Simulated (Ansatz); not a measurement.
# SnO2 (Cassiterite): further runs on the relaxed cell

An exercise on one series of results from a longer session: the logs are not shown, and one member is left open.

Method: DFT r2SCAN, scalar-relativistic, plane waves, PAW, in Ansatz 0.2.0.

1 further run of the same task is left out (set aside as unsound or not needed).

**The system as given**

The structure is tetragonal, space group P4_2/mnm (No. 136). The conventional cell has a = 4.760 Å, b = 4.760 Å, c = 3.201 Å, α = 90.00°, β = 90.00°, γ = 90.00°. Around Sn (site symmetry mmm) lie 6 O at 2.06 to 2.07 Å. O (site symmetry m2m) has 3 Sn at 2.06 to 2.07 Å as nearest neighbours.

Coordinates:

```xyz
6
Lattice="4.7599 0.0000 0.0000 0.0000 4.7599 0.0000 0.0000 0.0000 3.2008" Properties=species:S:1:pos:R:3 pbc="T T T"
Sn    0.0000    0.0000    0.0000
Sn    2.3800    2.3800    1.6004
O     1.4561    1.4561    0.0000
O     0.9239    3.8361    1.6004
O     3.3038    3.3038    0.0000
O     3.8361    0.9239    1.6004
```

This cell was relaxed beforehand with the same method: volume 12.09 Å³/atom, gap on the mesh 1.77 eV.

Set-up of the first run:

The input, input.yaml:

```yaml
crystal:
  lattice:
    - [4.7599425467, 0.0, 0.0]
    - [0.0, 4.7599425467, 0.0]
    - [0.0, 0.0, 3.200813523]
  atoms:
    - { symbol: Sn, position: [0.0, 0.0, 0.0] }
    - { symbol: Sn, position: [0.5, 0.5, 0.5] }
    - { symbol: O, position: [0.3059109373, 0.3059109373, 0.0] }
    - { symbol: O, position: [0.1940890627, 0.8059109373, 0.5] }
    - { symbol: O, position: [0.6940890627, 0.6940890627, 0.0] }
    - { symbol: O, position: [0.8059109373, 0.1940890627, 0.5] }
basis:
  ecutwfc: 500
kpoints:
  mp_grid: { grid: [6, 6, 8] }
  band_path:
    path:
      - [[0.0, 0.0, 0.0], [0.0, 0.5, 0.0], [0.5, 0.5, 0.0], [0.0, 0.0, 0.0], [0.0, 0.0, 0.5], [0.0, 0.5, 0.5], [0.5, 0.5, 0.5], [0.0, 0.0, 0.5]]
      - [[0.0, 0.5, 0.0], [0.0, 0.5, 0.5]]
      - [[0.5, 0.5, 0.0], [0.5, 0.5, 0.5]]
    npoints: 14
hamiltonian:
  xc: r2scan
scf:
  occupations: { method: gaussian, width: 0.02 }
  n_extra_bands: 15
output:
  forces: true
  stress: true
  eigenvalues: true
  populations: true
  dos: { projected: true, de: 0.02, nscf_kmesh: { grid: [9, 9, 12] } }
  bader: true
  write_density: true
  write_potential: true
  elf: true
  volumetric_format: npy
```

The run is started by

```
$ ansatz run input.yaml --threads 4 --pin off --max-ram 10240MiB --backend cpu --events-out ev --progress --plain --runs-dir out
```

Among the steps run: Electronic structure at the relaxed geometry; Seeking the band edges over the whole zone; Eigenvalues a small step from each edge; Volume × 0.97; Point at V/V0 = 1.03; Point at V/V0 = 0.94; Point at V/V0 = 1.06.

One of the session's tables, all rows but one given; the rest of the session is left out.

It belongs to the step «Fit of the equation of state». 

| volume (Å³/atom) | energy above the lowest point (meV/atom) | pressure (GPa) | gap on the mesh (eV) |
| --- | --- | --- | --- |
| 11.362 | 31.3 | 14.70 | 2.48 |
| 11.724 | 7.3 | 6.69 | 2.11 |
| 12.087 | 0.0 | 0.00 | 1.77 |
| 12.449 | ? | ? | ? |
| 12.812 | 24.4 | -10.09 | 1.19 |

Estimate the missing values for volume (Å³/atom) = 12.449.

Worked estimate for «energy above the lowest point (meV/atom)». A straight line through the neighbours (12.087, 0.0) and (12.812, 24.4) gives 0.0 + (24.4 − 0.0) × (12.449 − 12.087) / (12.812 − 12.087) = 12.2; a parabola fitted to 3 rows on both sides gives 5.7.

As computed: energy above the lowest point (meV/atom): 6.5; pressure (GPa): -5.55; gap on the mesh (eV): 1.46. In «energy above the lowest point (meV/atom)» the line misses by +5.7 and the parabola by -0.8.
